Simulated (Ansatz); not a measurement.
# C2H7AlBF: up Jacob's ladder to CCSD(T)

The task here is to estimate one member of a computed series from the others.

Method: functionals in def2-TZVPP, the program's frozen cores in correlated methods; program: Ansatz 0.2.0, Gaussian basis.

Plan: PBE-D4, r2SCAN-D4, PBE0-D4, B3LYP-D4, ωB97X-V, ωB97M-V, B2PLYP; CCSD(T)/def2-TZVPP; MP2/def2-QZVPP; extrapolation to the limit.

### The relaxed structure

The geometry comes from an earlier relaxation with PBE0-D4 in a triple-zeta def2 set; it is a stationary point, not always the lowest conformer.

SMILES `[CH3][AlH][B](C)F`, 12 atoms, charge 0, spin multiplicity 1.

Atoms are counted from 1 here; the program's logs count them from 0.

Bond lengths: C1–Al2 1.960 Å, C1–H6 1.092 Å, C1–H7 1.096 Å, C1–H8 1.096 Å, Al2–B3 2.170 Å, Al2–H9 1.599 Å, B3–C4 1.565 Å, B3–F5 1.341 Å, C4–H10 1.094 Å, C4–H11 1.095 Å, C4–H12 1.099 Å. Angles: Al2–C1–H6 114.1°, Al2–C1–H7 110.3°, Al2–C1–H8 110.3°, H6–C1–H7 107.9°, H6–C1–H8 107.9°, H7–C1–H8 106.0°, C1–Al2–B3 123.2°, C1–Al2–H9 117.0°, B3–Al2–H9 119.8°, Al2–B3–C4 126.2°, Al2–B3–F5 117.2°, C4–B3–F5 116.5°, B3–C4–H10 113.6°, B3–C4–H11 111.6°, B3–C4–H12 108.5°, H10–C4–H11 109.2°, H10–C4–H12 108.1°, H11–C4–H12 105.3°.

The first run:

Input file in.yaml:

```yaml
crystal:
  periodic: [false, false, false]
  atoms:
    - {symbol: C, position_ang: [-1.978504, -0.667373, 1.182375]}
    - {symbol: Al, position_ang: [-0.572675, 0.653192, 0.836587]}
    - {symbol: B, position_ang: [1.327002, 0.151853, -0.085613]}
    - {symbol: C, position_ang: [1.641862, 0.163354, -1.618292]}
    - {symbol: F, position_ang: [2.324111, -0.225996, 0.728355]}
    - {symbol: H, position_ang: [-1.712868, -1.686548, 0.893408]}
    - {symbol: H, position_ang: [-2.896138, -0.393900, 0.649017]}
    - {symbol: H, position_ang: [-2.238375, -0.676331, 2.246923]}
    - {symbol: H, position_ang: [-0.883590, 2.168451, 1.242259]}
    - {symbol: H, position_ang: [2.700098, 0.012273, -1.848964]}
    - {symbol: H, position_ang: [1.297142, 1.087458, -2.093802]}
    - {symbol: H, position_ang: [1.068934, -0.641633, -2.098353]}
basis:
  gaussian: {orbitals: def2-TZVPP}
hamiltonian: {xc: pbe, dispersion: d4}
output: {forces: true, orbitals: {seedname: orbitals}}
```

The run is started by

```console
ansatz run in.yaml --threads 4 --pin off --events-out ev --progress --plain --max-ram 10444MiB
```

Steps of the session up to this table: PBE-D4 (GGA); r2SCAN-D4 (meta-GGA); PBE0-D4 (hybrid); B3LYP-D4 (hybrid); ωB97X-V (range-separated); ωB97M-V (range-separated); B2PLYP (double hybrid); CCSD(T) in def2-TZVPP; MP2 in def2-QZVPP.

One table of the session follows, with a row left open; its other results are not shown here.

| method | atomisation energy (kcal/mol) |
| --- | --- |
| PBE-D4 | 1061.8 |
| r2SCAN-D4 | 1053.5 |
| PBE0-D4 | 1049.6 |
| B3LYP-D4 | 1048.5 |
| ωB97X-V | ? |
| ωB97M-V | 1050.9 |
| B2PLYP | 1038.6 |
| HF/def2-TZVPP | 805.9 |
| MP2/def2-TZVPP | 1036.7 |
| CCSD/def2-TZVPP | 1011.9 |
| CCSD(T)/def2-TZVPP | 1023.6 |
| MP2/CBS | 1059.1 |
| CCSD(T)/CBS | 1046.0 |

Q: Estimate the row for ωB97X-V from the others.

As computed: atomisation energy (kcal/mol): 1050.1. In the column «atomisation energy (kcal/mol)» it lies between PBE0-D4 (1049.6) and ωB97M-V (1050.9).

To keep in mind: Free atoms (2 C, 1 Al, 1 B, 1 F, 7 H) were run apart at each level; the atomisation energy is their sum less the molecule, without zero-point or spin-orbit terms.
